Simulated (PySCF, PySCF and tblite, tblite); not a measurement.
# C2H6O2Si: a path driven as rotation about a bond, and NMR exchange, part 2 of 2

PySCF and tblite. Atoms count from 0.

## Step 8: Shieldings, saddle of leg 1: B3LYP/pcSseg-1

The job: settings as JSON, then the geometry in Å.

```
{"job": {"kind": "nmr", "xc": "B3LYP", "basis": "pcSseg-1", "pop": false}, "charge": 0, "multiplicity": 1}
C     -1.662600     0.125283    -0.122655
C     -0.668582    -0.845242     0.451560
O     -0.875287    -2.003593     0.652072
O      0.512259    -0.268867     0.792387
Si     1.818895     0.329485    -0.068912
H     -1.856878     0.925173     0.607478
H     -2.595600    -0.395019    -0.366288
H     -1.256210     0.606177    -1.025883
H      2.721757     0.953298     0.931258
H      1.356757     1.350835    -1.057899
H      2.505488    -0.777529    -0.793118
```

Output:

```text
coarse grid: 9688 points
cycle   1  E = -519.5451077300  dE =  6.045e-01  |g| = 1.037e+00  |ddm| = 2.874e+00
cycle   2  E = -519.0280282096  dE =  5.171e-01  |g| = 1.944e+00  |ddm| = 2.031e+00
cycle   3  E = -519.7240462668  dE = -6.960e-01  |g| = 2.885e-01  |ddm| = 1.542e+00
cycle   4  E = -519.7378197856  dE = -1.377e-02  |g| = 1.194e-01  |ddm| = 2.455e-01
cycle   5  E = -519.7400406277  dE = -2.221e-03  |g| = 3.175e-02  |ddm| = 7.991e-02
cycle   6  E = -519.7402591166  dE = -2.185e-04  |g| = 5.432e-03  |ddm| = 2.344e-02
cycle   7  E = -519.7402651895  dE = -6.073e-06  |g| = 8.497e-04  |ddm| = 3.910e-03
final grid: 88992 points
cycle   8  E = -519.7954218286  dE = -1.462e-05  |g| = 5.556e-03  |ddm| = 1.116e-02
cycle   9  E = -519.7954095180  dE =  1.231e-05  |g| = 9.808e-03  |ddm| = 9.034e-03
cycle  10  E = -519.7954275242  dE = -1.801e-05  |g| = 1.554e-03  |ddm| = 6.224e-03
cycle  11  E = -519.7954279590  dE = -4.348e-07  |g| = 2.704e-04  |ddm| = 1.011e-03
cycle  12  E = -519.7954279704  dE = -1.137e-08  |g| = 1.038e-04  |ddm| = 2.476e-04
cycle  13  E = -519.7954279724  dE = -1.989e-09  |g| = 1.913e-05  |ddm| = 7.325e-05
cycle  14  E = -519.7954279725  dE = -7.412e-11  |g| = 2.904e-06  |ddm| = 1.719e-05
converged SCF energy = -519.7954279725

GIAO shielding tensors (ppm)
atom      isotropic    diamagn.    paramagn.     s11        s22        s33       span
  0 C      157.051     249.911     -92.860    134.511    150.820    185.823     51.312
  1 C        8.576     247.112    -238.537   -105.287     63.592     67.423    172.710
  2 O     -183.961     400.484    -584.445   -505.139   -290.459    243.716    748.855
  3 O      159.957     402.978    -243.021     27.333    188.572    263.966    236.633
  4 Si     380.844     878.748    -497.904    345.022    349.000    448.509    103.488
  5 H       29.296      29.183       0.112     26.131     28.301     33.454      7.323
  6 H       29.587      28.307       1.279     25.771     27.982     35.007      9.236
  7 H       29.201      30.958      -1.757     25.506     29.574     32.523      7.017
  8 H       26.511      28.627      -2.116     23.713     24.872     30.948      7.235
  9 H       26.414      29.812      -3.398     23.302     25.755     30.185      6.883
 10 H       26.464      28.891      -2.427     23.466     24.866     31.061      7.594
```

It took 11 s on 1 thread of Intel Xeon Platinum 8259CL at 2.50GHz, shared host; peak memory 0.59 GiB.

This run: HOMO -7.84 eV, LUMO -0.39 eV; dipole 3.30 D.

## Step 9: Shieldings, end: B3LYP/pcSseg-1

The job: settings as JSON, then the geometry in Å.

```
{"job": {"kind": "nmr", "xc": "B3LYP", "basis": "pcSseg-1", "pop": false}, "charge": 0, "multiplicity": 1}
C     -1.418569    -0.066229    -0.368028
C     -0.711347    -0.782569     0.753324
O     -1.242325    -1.529739     1.518637
O      0.613528    -0.526443     0.855853
Si     1.664765     0.441867    -0.035517
H     -1.320094     1.024621    -0.252037
H     -2.480118    -0.337315    -0.364430
H     -0.976077    -0.337961    -1.339183
H      2.998115     0.275868     0.594109
H      1.228701     1.867619     0.024752
H      1.694526    -0.004982    -1.458895
```

Output:

```text
coarse grid: 9688 points
cycle   1  E = -519.5453298608  dE =  6.083e-01  |g| = 1.038e+00  |ddm| = 2.881e+00
cycle   2  E = -518.9827781194  dE =  5.626e-01  |g| = 1.994e+00  |ddm| = 2.152e+00
cycle   3  E = -519.7240277243  dE = -7.412e-01  |g| = 3.003e-01  |ddm| = 1.670e+00
cycle   4  E = -519.7388407993  dE = -1.481e-02  |g| = 1.276e-01  |ddm| = 2.577e-01
cycle   5  E = -519.7413711811  dE = -2.530e-03  |g| = 3.363e-02  |ddm| = 8.431e-02
cycle   6  E = -519.7416175695  dE = -2.464e-04  |g| = 5.923e-03  |ddm| = 2.490e-02
cycle   7  E = -519.7416249162  dE = -7.347e-06  |g| = 8.284e-04  |ddm| = 4.370e-03
final grid: 88992 points
cycle   8  E = -519.7970140061  dE = -1.568e-05  |g| = 5.860e-03  |ddm| = 1.339e-02
cycle   9  E = -519.7969996446  dE =  1.436e-05  |g| = 1.052e-02  |ddm| = 9.813e-03
cycle  10  E = -519.7970203924  dE = -2.075e-05  |g| = 1.608e-03  |ddm| = 6.758e-03
cycle  11  E = -519.7970208637  dE = -4.713e-07  |g| = 2.864e-04  |ddm| = 1.080e-03
cycle  12  E = -519.7970208765  dE = -1.278e-08  |g| = 1.118e-04  |ddm| = 2.556e-04
cycle  13  E = -519.7970208788  dE = -2.297e-09  |g| = 1.979e-05  |ddm| = 7.871e-05
cycle  14  E = -519.7970208788  dE = -7.481e-11  |g| = 3.432e-06  |ddm| = 1.785e-05
converged SCF energy = -519.7970208788

GIAO shielding tensors (ppm)
atom      isotropic    diamagn.    paramagn.     s11        s22        s33       span
  0 C      157.397     252.762     -95.365    134.218    152.256    185.716     51.498
  1 C       12.163     246.368    -234.206    -98.203     65.809     68.883    167.086
  2 O     -163.860     399.500    -563.361   -475.621   -257.434    241.473    717.094
  3 O      146.535     400.318    -253.783    -32.809    233.948    238.465    271.274
  4 Si     379.426     878.781    -499.354    338.239    355.991    444.048    105.809
  5 H       29.316      31.291      -1.975     25.866     29.246     32.835      6.969
  6 H       29.421      28.665       0.757     25.465     27.891     34.908      9.443
  7 H       29.316      31.292      -1.976     25.868     29.254     32.828      6.960
  8 H       26.532      28.320      -1.788     23.341     25.023     31.230      7.889
  9 H       26.544      29.664      -3.120     23.683     25.364     30.583      6.900
 10 H       26.543      29.662      -3.119     23.681     25.367     30.582      6.900
```

Run time: 11 s. Hardware: 1 thread of Intel Xeon Platinum 8259CL at 2.50GHz, shared host; peak memory 0.59 GiB.

This run: HOMO -7.80 eV, LUMO -0.24 eV; dipole 3.94 D.

## Step 10: Kinetics and line shapes

The job: settings as JSON, then the geometry in Å.

```
{"job": {"smiles": "CC(=O)O[SiH3]", "charge": 0, "mult": 1, "motion": "rotation", "what": "ester", "atoms": [1, 3], "drives": [{"terms": [["t", [0, 1, 3, 4], 0.5], ["t", [2, 1, 3, 4], 0.5]], "by": 180, "n": 12}], "study": "path", "level": {"kind": "nmr", "xc": "B3LYP", "basis": "pcSseg-1"}, "fields": [60, 300, 700], "first": 0, "seed": 935, "refine": {"xc": "PBE0", "basis": "def2-SVP"}, "kind": "path"}, "charge": 0, "multiplicity": 1}
C     -1.942748    -0.039207    -0.094774
C     -0.514928    -0.448630     0.138277
O     -0.161912    -1.516916     0.559101
O      0.348395     0.509945    -0.173934
Si     1.993855     0.324138    -0.014337
H     -2.165088     0.840359     0.505532
H     -2.611510    -0.852138     0.170826
H     -2.072642     0.226272    -1.141712
H      2.313358     0.079722     1.386686
H      2.382012     1.645381    -0.487195
H      2.436631    -0.766256    -0.874435
```

Output:

```text
stationary points (kcal/mol above the start)
  n  kind          group   xTB      DFT    lowest mode
  0  minimum      Cs       0.00     0.00      62.9
  1  saddle       C1       4.30     8.01     -62.3
  2  minimum      Cs       3.46     6.63      49.0

GFN2-xTB energies: T/K, barrier G, reaction G (kcal/mol), k forward, k back (1/s)
 150.00     4.22     3.51   4.47e+06   5.76e+11
 200.00     4.31     3.52   1.62e+08   1.15e+12
 250.00     4.42     3.54   1.43e+09   1.76e+12
 298.15     4.54     3.54   5.87e+09   2.33e+12
 350.00     4.67     3.55   1.76e+10    2.9e+12
 400.00     4.81     3.55    3.9e+10   3.41e+12
 500.00     5.12     3.55    1.2e+11   4.29e+12

PBE0-D3(BJ)/def2-SVP energies: T/K, barrier G, reaction G (kcal/mol), k forward, k back (1/s)
 150.00     8.24     6.73       6.18   3.93e+10
 200.00     8.33     6.74   6.54e+03   1.53e+11
 250.00     8.44     6.76   4.35e+05   3.51e+11
 298.15     8.56     6.77   6.62e+06   6.02e+11
 350.00     8.70     6.77   5.43e+07   9.17e+11
 400.00     8.84     6.77   2.48e+08   1.24e+12
 500.00     9.14     6.77    2.1e+09   1.92e+12

B3LYP/pcSseg-1 + D3(BJ) energies: T/K, barrier G, reaction G (kcal/mol), k forward, k back (1/s)
 150.00     7.93     6.68       17.6   9.54e+10
 200.00     8.02     6.70   1.44e+04   2.98e+11
 250.00     8.13     6.71   8.16e+05   5.97e+11
 298.15     8.25     6.72   1.12e+07   9.41e+11
 350.00     8.38     6.72   8.51e+07   1.34e+12
 400.00     8.52     6.73   3.67e+08   1.74e+12
 500.00     8.83     6.72   2.88e+09    2.5e+12
```

Wall time 3.5 min (1 thread of Intel Xeon Platinum 8259CL at 2.50GHz, shared host); peak memory 0.59 GiB. This counts the whole study up to here.

Barriers by level (kcal/mol; entropies in cal/(mol K)). Zero-point and thermal terms come from xTB in every row. ΔG‡ leaves symmetry out; the rate counts equivalent paths (a factor of 2); effective ΔG‡, where given, is the barrier that would give that rate by Eyring's equation alone:

```
                  level   ΔE‡  with zero-point   ΔH‡   ΔS‡  ΔG‡ (298 K)  ΔE of reaction  k at 298 K (1/s)  effective ΔG‡
               GFN2-xTB  4.30             4.08  3.60  -3.2         4.54            3.46           5.9e+09           4.13
   PBE0-D3(BJ)/def2-SVP  8.32             8.11  7.62  -3.2         8.56            6.68           6.6e+06           8.15
B3LYP/pcSseg-1 + D3(BJ)  8.01             7.79  7.31  -3.2         8.25            6.63           1.1e+07           7.84
```

Sites that the driver pairs across this motion, and where their lines would merge (no couplings; faster rotations, inversion at nitrogen or exchange between molecules can average them sooner):

```
nucleus                        sites: shielding (ppm)  proton frequency (MHz)  spread (Hz)  coalescence (K)  lines at 298 K
    ¹⁷O                  O2: -140.4; O2 (end): -163.9                     700         2226        not given               –
    ¹³C                       C1: 0.5; C1 (end): 12.2                     700         2055        not given               –
    ¹⁷O                    O3: 128.0; O3 (end): 146.5                     700         1759        not given               –
   ²⁹Si                  Si4: 377.4; Si4 (end): 379.4                     700          281        not given               –
     ¹H  H8, H9, H10: 26.74; H8, H9, H10 (end): 26.54                     700          138        not given               –
    ¹³C                    C0: 156.9; C0 (end): 157.4                     700           82        not given               –
```

A dash: the driver gave no coalescence for this row (it judged the minor form too scarce).

Rows that set an atom against itself at the end compare its shielding in the two forms.

Lines of quadrupolar nuclei are broad, so their coalescence could hardly be seen.

## Step 11: What came out

The summary covers parts 1 to 2.

```
                         quantity                             value
barrier (B3LYP/pcSseg-1 + D3(BJ))  ΔE‡ 8.0, ΔG‡(298 K) 8.2 kcal/mol
               barrier (GFN2-xTB)                  ΔE‡ 4.3 kcal/mol
                    rate at 298 K                       1.1e+07 s⁻¹
                  end of the path       6.6 kcal/mol from the start
```

In words: DFT puts the top 8.0 kcal/mol above the start (xTB: 4.3); the rate from the DFT barrier is 1.1e+07 s⁻¹ at 298 K. An error of 1.4 kcal/mol changes that rate tenfold.
